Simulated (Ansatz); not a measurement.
The system is Ag3Cl.

```xyz
8
Lattice="6.2702 0.0000 0.0000 -3.1351 5.4302 0.0000 0.0000 0.0000 4.7731" Properties=species:S:1:pos:R:3 pbc="T T T"
Ag    0.0000    1.6802    1.1933
Ag   -1.6800    4.5901    1.1933
Ag    1.6800    4.5901    1.1933
Ag    3.1351    3.7500    3.5798
Ag    4.8151    0.8401    3.5798
Ag    1.4551    0.8401    3.5798
Cl    0.0000    3.6201    3.5798
Cl    3.1351    1.8101    1.1933
```

The cell comes from a database or a generator and needn't be the stable form of this composition.

- Program: Ansatz 0.2.0
- Task: single point
- Functional: PBE
- Potentials or basis: Ansatz PAW
- Cutoff: 420 eV (not typed: the program's choice for these potentials)
- k mesh: 5 × 5 × 6
- Occupations: fermi-dirac, width 0.05 eV
- Spin: no spin polarisation

On this cell: pressure -0.8 GPa; largest force 0.129 eV/Å; band gap on the k mesh none (metal or under the smearing width).

The same run follows on a disturbed copy (atoms moved at random, drawn with an rms of 0.05 Å):

```
CELL_PARAMETERS angstrom
6.27020 0.00000 0.00000
-3.13510 5.43015 0.00000
0.00000 0.00000 4.77310
ATOMIC_POSITIONS crystal
Ag 0.15546 0.31409 0.25213
Ag 0.15074 0.84036 0.24779
Ag 0.69487 0.84334 0.24874
Ag 0.84730 0.69026 0.74776
Ag 0.84624 0.15848 0.75330
Ag 0.29757 0.15378 0.75131
Cl 0.33286 0.66613 0.74811
Cl 0.66632 0.32963 0.25851
```

Problem. What does the disturbed cell give?

Solution. The energy (extrapolated to zero smearing) moves by +0.4 meV/atom; pressure -0.6 GPa; largest force 0.148 eV/Å; band gap on the k mesh none (metal or under the smearing width).

Forces in eV/Å, atoms in the order of the input:
```
Ag   0.015 -0.147 -0.011
Ag  -0.043  0.141  0.011
Ag   0.053  0.100  0.009
Ag  -0.063  0.085  0.016
Ag   0.014 -0.123 -0.026
Ag   0.021 -0.062 -0.008
Cl   0.028  0.054 -0.002
Cl  -0.027 -0.048  0.011
```

Stress tensor (GPa, compression positive):
```
-0.31  0.11  0.03
 0.11 -0.88 -0.09
 0.03 -0.09 -0.67
```
